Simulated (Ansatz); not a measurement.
# Si12HO23: the cost of one run

Computed with Ansatz 0.2.0 (DFT, PBE, plane-wave PAW, default files, scalar-relativistic, as far as a step names no other, unless a step's input says otherwise).

### 1 The system as given

It takes space group P1 (No. 1, triclinic). The conventional cell has a = 7.326 Å, b = 7.326 Å, c = 9.833 Å, α = 109.61°, β = 109.61°, γ = 95.70°. Around Si (site symmetry 1) lie 3 O at 1.61 to 1.62 Å and 1 H at 1.62 Å. Si (site symmetry 1) has 4 O at 1.61 to 1.62 Å as nearest neighbours. Only part of the 36 independent sites is listed.

As a file:

```cif
data_structure
_symmetry_space_group_name_H-M 'P1'
_symmetry_Int_Tables_number 1
_cell_length_a 7.3263
_cell_length_b 7.3263
_cell_length_c 9.8331
_cell_angle_alpha 109.605
_cell_angle_beta 109.605
_cell_angle_gamma 95.699
_cell_volume 454.82
loop_
_atom_site_label
_atom_site_type_symbol
_atom_site_symmetry_multiplicity
_atom_site_Wyckoff_symbol
_atom_site_fract_x
_atom_site_fract_y
_atom_site_fract_z
_atom_site_occupancy
Si1 Si 1 a 0.83333 0.16667 0.76560 1
Si2 Si 1 a 0.33333 0.66667 0.76560 1
Si3 Si 1 a 0.83333 0.16667 0.26560 1
Si4 Si 1 a 0.33333 0.66667 0.26560 1
Si5 Si 1 a 0.26560 0.26560 0.00000 1
Si6 Si 1 a 0.76560 0.76560 0.00000 1
Si7 Si 1 a 0.26560 0.26560 0.50000 1
Si8 Si 1 a 0.76560 0.76560 0.50000 1
Si9 Si 1 a 0.90107 0.56773 0.23440 1
Si10 Si 1 a 0.40107 0.06773 0.23440 1
Si11 Si 1 a 0.90107 0.56773 0.73440 1
Si12 Si 1 a 0.40107 0.06773 0.73440 1
H1 H 1 a 0.79836 0.34618 0.70655 1
O1 O 1 a 0.29836 0.84618 0.70655 1
O2 O 1 a 0.79836 0.34618 0.20655 1
O3 O 1 a 0.29836 0.84618 0.20655 1
O4 O 1 a 0.85287 0.73403 0.86572 1
O5 O 1 a 0.35287 0.23403 0.86572 1
O6 O 1 a 0.85287 0.73403 0.36572 1
O7 O 1 a 0.35287 0.23403 0.36572 1
O8 O 1 a 0.02704 0.24152 0.92773 1
O9 O 1 a 0.52704 0.74152 0.92773 1
O10 O 1 a 0.02704 0.24152 0.42773 1
O11 O 1 a 0.52704 0.74152 0.42773 1
O12 O 1 a 0.81379 0.59931 0.07227 1
O13 O 1 a 0.31379 0.09931 0.07227 1
O14 O 1 a 0.81379 0.59931 0.57227 1
O15 O 1 a 0.31379 0.09931 0.57227 1
O16 O 1 a 0.36831 0.48715 0.13428 1
O17 O 1 a 0.86831 0.98715 0.13428 1
O18 O 1 a 0.36831 0.48715 0.63428 1
O19 O 1 a 0.86831 0.98715 0.63428 1
O20 O 1 a 0.13963 0.59181 0.29345 1
O21 O 1 a 0.63963 0.09181 0.29345 1
O22 O 1 a 0.13963 0.59181 0.79345 1
O23 O 1 a 0.63963 0.09181 0.79345 1
```

Atom 13 of the input is the impurity.

### 2 First run, atoms as given

Contents of input.yaml:

```yaml
crystal:
  lattice:
    - [-7.3748367111, 4.2578639604, 5.4316252501]
    - [7.3748367111, -4.2578639604, 5.4316252501]
    - [2.4582789037, 4.2578639604, -5.4316252501]
  atoms:
    - { symbol: Si, position: [0.4010657817, 0.1666666667, 0.234399115] }
    - { symbol: Si, position: [0.9010657817, 0.6666666667, 0.234399115] }
    - { symbol: Si, position: [0.9010657817, 0.1666666667, 0.734399115] }
    - { symbol: Si, position: [0.4010657817, 0.6666666667, 0.734399115] }
    - { symbol: Si, position: [0.265600885, 0.265600885, 0.53120177] }
    - { symbol: Si, position: [0.765600885, 0.765600885, 0.53120177] }
    - { symbol: Si, position: [0.765600885, 0.265600885, 0.03120177] }
    - { symbol: Si, position: [0.265600885, 0.765600885, 0.03120177] }
    - { symbol: Si, position: [0.3333333333, 0.5677324483, 0.234399115] }
    - { symbol: Si, position: [0.8333333333, 0.0677324483, 0.234399115] }
    - { symbol: Si, position: [0.8333333333, 0.5677324483, 0.734399115] }
    - { symbol: Si, position: [0.3333333333, 0.0677324483, 0.734399115] }
    - { symbol: H, position: [0.639629695, 0.34617898, 0.437989075] }
    - { symbol: O, position: [0.139629695, 0.84617898, 0.437989075] }
    - { symbol: O, position: [0.139629695, 0.34617898, 0.937989075] }
    - { symbol: O, position: [0.639629695, 0.84617898, 0.937989075] }
    - { symbol: O, position: [0.8683072867, 0.7340271817, 0.721181535] }
    - { symbol: O, position: [0.3683072867, 0.2340271817, 0.721181535] }
    - { symbol: O, position: [0.3683072867, 0.7340271817, 0.221181535] }
    - { symbol: O, position: [0.8683072867, 0.2340271817, 0.221181535] }
    - { symbol: O, position: [0.3137924183, 0.2415232383, 0.34082939] }
    - { symbol: O, position: [0.8137924183, 0.7415232383, 0.34082939] }
    - { symbol: O, position: [0.8137924183, 0.2415232383, 0.84082939] }
    - { symbol: O, position: [0.3137924183, 0.7415232383, 0.84082939] }
    - { symbol: O, position: [0.5270369717, 0.5993061517, 0.34082939] }
    - { symbol: O, position: [0.0270369717, 0.0993061517, 0.34082939] }
    - { symbol: O, position: [0.0270369717, 0.5993061517, 0.84082939] }
    - { symbol: O, position: [0.5270369717, 0.0993061517, 0.84082939] }
    - { symbol: O, position: [0.3528742483, 0.4871543533, 0.721181535] }
    - { symbol: O, position: [0.8528742483, 0.9871543533, 0.721181535] }
    - { symbol: O, position: [0.8528742483, 0.4871543533, 0.221181535] }
    - { symbol: O, position: [0.3528742483, 0.9871543533, 0.221181535] }
    - { symbol: O, position: [0.29835938, 0.591810095, 0.437989075] }
    - { symbol: O, position: [0.79835938, 0.091810095, 0.437989075] }
    - { symbol: O, position: [0.79835938, 0.591810095, 0.937989075] }
    - { symbol: O, position: [0.29835938, 0.091810095, 0.937989075] }
total_charge: 1
kpoints:
  mp_grid: { grid: [3, 3, 4] }
scf:
  occupations: { method: fermi_dirac, width: 0.01 }
hamiltonian:
  xc: pbe
  pseudopotentials: { kind: paw }
output:
  forces: true
  stress: true
  populations: true
  efg:
    quadrupole_moments_barn: { H: 0.00285783, O: -0.02558 }
    contact_densities: true
```

On the command line:

```console
$ ansatz run input.yaml --threads 1 --pin off --max-ram 3072MiB --backend cpu --events-out ev --progress --plain --runs-dir out
```

What time and memory should one allow on 1 thread of Intel Xeon Platinum 8559C (Emerald Rapids), shared host?

About 1.7 min, with a peak of 1.3 GiB.
